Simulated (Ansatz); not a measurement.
# AlGaCl (quartet): wave-function methods side by side, cc-pVDZ

An exercise on one series of results from a longer session: the logs are not shown, and one member is left open.

The runs use Ansatz 0.2.0, Gaussian basis; cc-pVDZ, core rule «outside noble gas», up to 24 orbitals frozen.

To be run: UHF; CCSD(T) on ROHF; CCSD(T) on UHF; BCCD(T) on ROHF; CISD; CCSDT(Q) on ROHF; CCSDT(Q) on UHF.

36 further runs of the same task are left out: 11 for a known fault of the program, 13 that didn't finish, 12 set aside as unsound or not needed.

### The system

The geometry is a PBE0/def2-TZVP stationary point (not a proven minimum). No spin-orbit coupling is included. The filled d shell of Ga may be among the frozen orbitals whatever the setting's name suggests; the logs give the count.

3 atoms, charge 0, spin multiplicity 4.

Atoms are counted from 1 here; the program's logs count them from 0.

Bond lengths: Cl1–Al2 2.091 Å, Al2–Ga3 2.316 Å. Angles: Cl1–Al2–Ga3 180.0°.

Geometry (Å):

```xyz
3
AlClGa
Cl    0.0000    0.0000   -2.1660
Al    0.0000    0.0000   -0.0752
Ga    0.0000    0.0000    2.2412
```

Set-up of the first run:

in.yaml

```yaml
crystal:
  periodic: [false, false, false]
  atoms:
    - {symbol: Cl, position_ang: [0.000000, 0.000000, -2.166000]}
    - {symbol: Al, position_ang: [0.000000, 0.000000, -0.075200]}
    - {symbol: Ga, position_ang: [0.000000, 0.000000, 2.241200]}
basis:
  gaussian: {orbitals: cc-pVDZ}
magnetization: {spin_polarized: true, initial_magnetization: 3}
hamiltonian: {xc: hf}
output: {orbitals: {seedname: orbitals}}
```

Command:

```
$ ansatz run in.yaml --threads 1 --pin off --events-out ev --progress --plain --max-ram 2393MiB
```

Among the steps run: UHF; CCSD(T) on ROHF; CCSD(T) on UHF; BCCD(T) on ROHF; CISD; CCSDT(Q) on ROHF; CCSDT(Q) on UHF.

One of the session's tables, all rows but one given; the rest of the session is left out.

```
   method  from UCCSDT(Q) (meV)
     ROHF               +6787.6
      UHF               +6676.3
     RMP2               +1009.7
     UMP2               +1019.6
     CISD                +856.4
    RCCSD                +275.6
    UCCSD                +258.3
 RCCSD(T)                 +67.2
 UCCSD(T)                 +54.3
  BCCD(T)                 +67.7
   RCCSDT                 +32.1
   UCCSDT                     ?
RCCSDT(Q)                 +14.6
UCCSDT(Q)                     0
```

**Question.** Estimate the row for UCCSDT.

The run gave: from UCCSDT(Q) (meV): +18.1. In the column «from UCCSDT(Q) (meV)» it lies between RCCSDT(Q) (+14.6) and RCCSDT (+32.1).

With the free atoms at the same levels and basis (separate runs), the atomisation energy is 3.829 eV at UCCSDT(Q), 3.792 eV at RCCSD(T), 3.800 eV at UCCSD(T), 3.319 eV at ROHF.

To keep in mind: Restricted and unrestricted rows rest on different reference determinants; where their highest levels disagree by more than a few hundredths of an eV, they describe different states and don't form one ladder.
